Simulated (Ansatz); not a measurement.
MgGe2:

```
CELL_PARAMETERS angstrom
5.52149 -1.84985 0.00000
5.52149 1.84985 0.00000
-3.21762 0.00000 6.00777
ATOMIC_POSITIONS crystal
Ge 0.52923 0.52923 0.29362
Ge 0.47077 0.47077 0.70638
Ge 0.88039 0.88039 0.98544
Ge 0.11961 0.11961 0.01456
Mg 0.81529 0.81529 0.34925
Mg 0.18471 0.18471 0.65075
```

The cell comes from a database or a generator and needn't be the stable form of this composition.

Base run:

| Quantity | Value |
| --- | --- |
| Program | Ansatz 0.2.0 |
| Functional | revPBE |
| Potentials or basis | Ansatz PAW |
| Cutoff | 420 eV (not typed: the program's choice for these potentials) |
| k mesh | 8 × 8 × 5 |
| Occupations | fermi-dirac, width 0.05 eV |
| Spin | no spin polarisation |

Its results: band gap on the k mesh none (metal or under the smearing width); pressure 0.8 GPa; largest force 0.130 eV/Å.

Question: After a change of settings the same cell gave: band gap on the k mesh none (metal or under the smearing width); pressure -0.4 GPa; largest force 0.123 eV/Å. Which change was it?
A. functional from revPBE to r2SCAN; cutoff from 420 eV (not typed: the program's choice for these potentials) to 500 eV (not typed: the program's choice for these potentials)
B. functional from revPBE to PBEsol
C. functional from revPBE to PBE
D. functional from revPBE to BLYP

Answer: C.

PBE binds more tightly than revPBE, so the same cell stands under less pressure.

Caveats: the PAW data sets come from PBE, with cores solved anew for the run's functional, which leaves a small shift of forces and pressure (some runs).
